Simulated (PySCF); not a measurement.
# CeH6O3 (Ce(H2O)33+): the cost of one run

Computed with PySCF 2.14.0. Level: several levels, as the steps say, no spin–orbit coupling.

3 further runs of the same task are left out: 2 for a known fault of the program, 1 that didn't finish.

## (1) Where the work starts

10 atoms, charge 3, spin multiplicity 1.

Bond lengths: Ce1–O2 2.380 Å, Ce1–O5 2.380 Å, Ce1–O8 2.380 Å, O2–H3 0.986 Å, O2–H4 0.986 Å, O5–H6 0.986 Å, O5–H7 0.986 Å, O8–H9 0.986 Å, O8–H10 0.986 Å. Angles: O2–Ce1–O5 120.0°, O2–Ce1–O8 120.0°, O5–Ce1–O8 120.0°, Ce1–O2–H3 128.6°, Ce1–O2–H4 128.6°, H3–O2–H4 102.7°, Ce1–O5–H6 128.6°, Ce1–O5–H7 128.6°, H6–O5–H7 102.7°, Ce1–O8–H9 128.6°, Ce1–O8–H10 128.6°, H9–O8–H10 102.7°.

Coordinates:

```xyz
10
CeH6O3
Ce    0.00000    0.00000    0.00000
O     2.37955   -0.00001    0.00000
H     2.99540   -0.76769    0.06652
H     2.99541    0.76766   -0.06652
O    -1.18976    2.06075    0.00000
H    -0.83286    2.97794    0.06652
H    -2.16252    2.21027   -0.06652
O    -1.18978   -2.06074    0.00000
H    -2.16254   -2.21025    0.06652
H    -0.83290   -2.97793   -0.06652
```

Formal oxidation states: Ce +3. Each metal's 1 4f electrons lie in its core potential, so multiplicities, spins and levels count the valence alone. An earlier session relaxed this geometry at PBE0, Ce lcecp-1-SVP with ECP47, O def2-SVP, H def2-SVP (singlet, point group D3).

At PBE0 on the finer grid: E = -260.055158 Eh, HOMO -24.68 eV, LUMO -16.49 eV, Mulliken charge on Ce1 +2.07 e, largest force component 0.012 eV/Å. 

Levels to run: BLYP; BP86; B3LYP; r2SCAN; PBE0, TZVP; PBE0, SVP. Hardware: 2 threads of Intel Xeon 6975P-C (Granite Rapids), shared host.

## (2) BLYP

File run.py (the lines that set the calculation):

```python
mol = gto.M(atom='''
Ce     0.00000     0.00000     0.00000
O      2.37955    -0.00001     0.00000
H      2.99540    -0.76769     0.06652
H      2.99541     0.76766    -0.06652
O     -1.18976     2.06075     0.00000
H     -0.83286     2.97794     0.06652
H     -2.16252     2.21027    -0.06652
O     -1.18978    -2.06074     0.00000
H     -2.16254    -2.21025     0.06652
H     -0.83290    -2.97793    -0.06652''',
    basis={'Ce': 'lcecp-1-SVP', 'O': 'def2-SVP', 'H': 'def2-SVP'},
    ecp={'Ce': 'lcecp-1-SVP'},
    charge=3, spin=0)
mf = dft.RKS(mol, xc='BLYP')
mf.grids.atom_grid = (75, 302)  # f atoms: unpruned, at least (60, 302)
mf = mf.density_fit()  # fitting sets: Ce AutoAux, O def2-universal-JKFIT, H def2-universal-JKFIT
mf.conv_tol = 1e-08; mf.max_cycle = 55
mf.kernel(dm0)  # dm0: the density of the relaxed state
```

Run with:

```
$ OMP_NUM_THREADS=2 python run.py
```

**Question.** How long does this run take on 2 threads of Intel Xeon 6975P-C (Granite Rapids), shared host?

About 5.2 s.
